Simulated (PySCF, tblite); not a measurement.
**B3H8N3OSi, a small molecule taken as a stand-in for a surface group (BN ring, B site): NMR shifts, core binding energies and electronic excitations**

Aim: the NMR shifts, core binding energies and electronic excitations of `[SiH3]OB1NBNBN1`.

Computed with tblite 0.8.0 and PySCF 2.14.0; each step states its level. No surroundings beyond the atoms listed, unless a continuum is named. Atoms count from 0, parts from 1.

## (1) Starting point

16 atoms, charge 0, multiplicity 1; geometry: distance geometry start.

## (2) Relaxing the cluster with GFN2-xTB

Job settings and geometry (Å):

```
{"job": {"kind": "relax", "xc": "GFN2-xTB", "basis": "xTB"}, "charge": 0, "multiplicity": 1}
N     -1.210817     0.143278    -0.806940
B     -1.327255    -0.069721    -2.343731
N     -0.013979    -0.112028    -3.143943
B      1.127729    -0.951561    -2.511453
N      1.063428    -1.181837    -0.970790
B      0.194906    -0.164106    -0.184361
O      0.875995     0.964404     0.455775
Si     2.609555     0.984022     0.846890
H     -1.693507     0.973745    -0.436601
H     -2.148183    -0.830444    -2.682422
H      0.275574     0.755927    -3.586724
H      1.521957    -1.852334    -3.120157
H      1.919258    -1.458984    -0.504695
H      2.803130     0.407709     2.139865
H      3.066600     2.343313     0.880047
H      3.338914     0.263158    -0.147927
```

Level: GFN2-xTB geometry optimisation, gas phase.

Launch:

```bash
$ OMP_NUM_THREADS=1 python cluster_run.py task.json out
```

One launch serves the whole session: the jobs run in the order shown.

**Question.** The jobs that follow are: PBE0-D3(BJ)/def2-SVP geometry optimisation, gas phase; GIAO PBE0/pcSseg-1 NMR shielding, non-relativistic, gas phase; delta-SCF UKS SCAN, pcX-2 on the ionised atom, pcseg-1 elsewhere, spin-free X2C; TDDFT CAM-B3LYP/def2-SVPD, vertical, gas phase, core orbitals frozen in the response. Predict: point group; rotational constants (main isotopes); ¹H shifts against TMS (PBE0/pcSseg-1); ¹⁵N shifts against NH3 (PBE0/pcSseg-1); ¹¹B shifts against BF3·OEt2 (PBE0/pcSseg-1); ¹⁷O shifts against H2O (PBE0/pcSseg-1); ²⁹Si shifts against TMS (PBE0/pcSseg-1); surface potential, 1st and 99th percentile; N1s binding energies, SCAN/pcX-2 (standing for 2 of 3 atoms); B1s binding energies, SCAN/pcX-2 (standing for 2 of 3 atoms); O1s binding energies, SCAN/pcX-2; lowest singlet (CAM-B3LYP/def2-SVPD); brightest single state of those computed; lowest triplet; vertical ionisation energy (ΔSCF).

The runs gave:

| quantity | value |
| --- | --- |
| point group | C1 |
| rotational constants (main isotopes) | 4.67, 0.93, 0.79 GHz |
| ¹H shifts against TMS (PBE0/pcSseg-1) | 5.27, 5.24, 4.98, 4.97, 4.73, 4.72, 4.72, 4.71 ppm |
| ¹⁵N shifts against NH3 (PBE0/pcSseg-1) | 139.9, 128.0, 121.0 ppm |
| ¹¹B shifts against BF3·OEt2 (PBE0/pcSseg-1) | 28.7, 28.7, 21.3 ppm |
| ¹⁷O shifts against H2O (PBE0/pcSseg-1) | 64.5 ppm |
| ²⁹Si shifts against TMS (PBE0/pcSseg-1) | -42.2 ppm |
| surface potential, 1st and 99th percentile | -0.73 V and 1.57 V |
| N1s binding energies, SCAN/pcX-2 (standing for 2 of 3 atoms) | N4 404.55, N0 404.45 eV |
| B1s binding energies, SCAN/pcX-2 (standing for 2 of 3 atoms) | B5 196.82, B1 195.66 eV |
| O1s binding energies, SCAN/pcX-2 | O6 538.02 eV |
| lowest singlet (CAM-B3LYP/def2-SVPD) | 6.97 eV (178 nm), f = 0.030 |
| brightest single state of those computed | state 6, 7.95 eV, f = 0.169 |
| lowest triplet | 6.44 eV |
| vertical ionisation energy (ΔSCF) | 9.84 eV |

In words: Over 8 steps the energy fell by 0.356 eV; of the close pairs, B3–H11 changed most, 1.154 to 1.210 Å (PBE0/def2-SVP). No frequency check was run at this level, so the end point may be a saddle. At PBE0/pcSseg-1: The largest span, 246 ppm, is at N2, where the paramagnetic term is -197 ppm. N4 (nitrogen bonded to 2 B, H) binds its N1s electron 0.10 eV more tightly than N0 (nitrogen bonded to 2 B, H). Only 2 of the 3 N atoms are covered by sound results. B5 (boron bonded to 2 N, O) binds its B1s electron 1.16 eV more tightly than B1 (boron bonded to 2 N, H). Only 2 of the 3 B atoms are covered by sound results. The lowest singlet, at 6.97 eV, is HOMO→LUMO+2 0.78, HOMO−1→LUMO+5 0.11 and is weak; of the 6 states computed, the strongest absorption comes from state 6 at 7.95 eV (the last computed, so partners may be missing). The lowest triplet lies 0.53 eV below the lowest singlet (triplets in Tamm-Dancoff, singlets in full TDDFT). ΔSCF puts the ionisation energy at 9.84 eV, 0.68 eV above −ε(HOMO). A capped cluster stands for the solid here, so long-range fields and strain are missing, and bands or shifts of the capping hydrogens have no counterpart in it.
